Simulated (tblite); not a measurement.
# C6H11S: the cost of one run

The runs use tblite 0.8.0 and PySCF 2.14.0, with density-fitted response routines of our own; the level of theory stands in each step. All values are computed, except where a source is named. Atoms are numbered from 0 throughout.

### Step 1. The starting structure

18 atoms, charge 0, multiplicity 2; geometry from: force field or distance geometry start.

Bonds of the start (Å): C0–C1 1.30, C1–C2 1.51, C2–C3 1.49, C3–C4 1.51, C2–C5 1.51, C5–S6 1.81, C0–H7 1.10, C0–H8 1.07, C2–H9 1.11, C3–H10 1.11, C3–H11 1.12, C4–H12 1.11, C4–H13 1.12, C4–H14 1.11, C5–H15 1.10, C5–H16 1.10, S6–H17 1.41.

### Step 2. Optimising the geometry with GFN2-xTB

The job: settings as JSON, then the geometry in Å.

```
{"job": {"kind": "relax", "xc": "GFN2-xTB", "basis": "xTB"}, "charge": 0, "multiplicity": 2}
C     -1.060700     0.740300    -2.018300
C     -0.205000    -0.143200    -1.603100
C     -0.178500    -0.765100    -0.232400
C      1.245000    -0.884900     0.193800
C      1.847900     0.495300     0.236000
C     -1.031800     0.104300     0.654400
S     -1.119800    -0.499700     2.359800
H     -0.929700     1.101400    -3.050300
H     -1.878400     1.149400    -1.457900
H     -0.653600    -1.766300    -0.351000
H      1.813500    -1.575200    -0.466100
H      1.292000    -1.343000     1.218500
H      2.823100     0.452700    -0.289800
H      1.986600     0.773600     1.307200
H      1.204300     1.267600    -0.234800
H     -2.075000     0.121400     0.302400
H     -0.634300     1.126700     0.631500
H     -2.454200    -0.348900     2.788600
```

Started as:

```console
OMP_NUM_THREADS=1 python probes_run.py task.json out
```

This one command runs all jobs of the session in turn.

**Question.** How long does this first job take on 1 thread of Arm Neoverse N1, shared host?

About 1.8 s.
